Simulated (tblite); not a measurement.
# C4H9ClOSi: the cost of one run

Computed with tblite 0.8.0 and PySCF 2.14.0, with density-fitted response routines of our own, on a single molecule, in the gas phase or a continuum. Atoms count from 0, in the outputs and in this text.

### Step 1. Starting geometry

16 atoms, charge 0, multiplicity 1; geometry from: force field or distance geometry start.

Bonds of the start (Å): C0–O1 1.41, O1–Si2 1.70, Si2–Cl3 2.06, Si2–C4 1.88, C4–C5 1.51, C5–C6 1.53, C6–C4 1.51, C0–H7 1.12, C0–H8 1.10, C0–H9 1.09, Si2–H10 1.47, C4–H11 1.09, C5–H12 1.09, C5–H13 1.09, C6–H14 1.09, C6–H15 1.12.

### Step 2. Relaxing the molecule with GFN2-xTB

Job settings and geometry (Å):

```
{"job": {"kind": "relax", "xc": "GFN2-xTB", "basis": "xTB"}, "charge": 0, "multiplicity": 1}
C      2.825600     0.353000     0.240300
O      1.542000     0.809700    -0.111300
Si     0.514500    -0.542100    -0.002100
Cl     1.351300    -1.891600     1.317200
C     -1.093800     0.035800     0.770700
C     -2.310700    -0.499300     0.050700
C     -1.959700     0.986500    -0.027600
H      2.762600    -0.169800     1.226900
H      3.526300     1.192800     0.346700
H      3.150000    -0.324200    -0.552800
H      0.261600    -1.185200    -1.302800
H     -1.111700     0.225000     1.848400
H     -2.107800    -1.142700    -0.811200
H     -3.129700    -0.775400     0.715200
H     -1.501600     1.333700    -0.957400
H     -2.726500     1.602600     0.505300
```

Command:

```
$ OMP_NUM_THREADS=1 python probes_run.py task.json out
```

One launch serves the whole session: the jobs run in the order shown.

Q: Estimate the wall time and peak memory of this first job on 1 thread of Arm Neoverse V1, shared host.

About 1.2 s, with a peak of 0.18 GiB.
